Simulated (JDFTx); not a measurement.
## SiGe: single point with PBEsol

Crystal: SiGe.

```
Ge Si
1.0
     3.90445    0.00000    0.00000
    -1.95223    3.38135    0.00000
     0.00000    0.00000    6.45078
Ge Si
2 2
Direct
  0.33333 0.66667 0.00039
  0.66667 0.33333 0.50039
  0.33333 0.66667 0.37461
  0.66667 0.33333 0.87461
```

The cell comes from a database or a generator and needn't be the stable form of this composition.

```json
{"Program": "JDFTx 1.7.0 (patched build)", "Task": "single point", "Functional": "PBEsol", "Potentials or basis": "PseudoDojo-SR-PBEsol-0.4.1-standard with smoothed tails", "Cutoff": "1061 eV", "Density cutoff": "8490 eV", "k mesh": "8 × 8 × 4", "Occupations": "fermi-dirac, width 0.05 eV", "Spin": "no spin polarisation"}
```

The pressure is -0.3 GPa and the largest force is 0.011 eV/Å. The band gap on the k mesh is 0.35 eV, indirect (least direct gap 0.39 eV) and the loewdin charges are Ge -0.07; Si +0.13 e.

Forces on the atoms (eV/Å):
```
Ge   0.000  0.000  0.011
Ge   0.000  0.000  0.011
Si   0.000  0.000 -0.011
Si   0.000  0.000 -0.011
```

Stress tensor (GPa, compression positive):
```
-0.25  0.00  0.00
 0.00 -0.25  0.00
 0.00  0.00 -0.43
```

Levels at points of the mesh, in eV from the valence-band top:
```
           k point  band 14  band 15  band 16  band 17  band 18  band 19  band 20  band 21  band 22  band 23
(0.00, 0.00, 0.00)    -1.58    -1.58    -0.31     0.00     0.00     0.39     1.44     2.03     2.03     2.65
(0.00, 0.00, 0.50)    -4.57    -0.96    -0.96    -0.96    -0.96     1.19     1.19     3.08     3.08     3.08
(0.00, 0.50, 0.00)    -6.41    -4.76    -3.17    -3.02    -1.53     0.35     1.95     3.20     3.32     4.19
(0.00, 0.50, 0.50)    -7.60    -2.60    -2.60    -2.51    -2.51     0.62     0.62     1.78     1.78     5.78
```

Run time: 2.3 min on 1 thread of Intel(R) Xeon(R) 6975P-C (Granite Rapids) (shared host), peak memory 0.37 GiB.

Caveat: the empty levels aren't tightly converged. As with any semilocal functional, this PBEsol gap is likely too small.
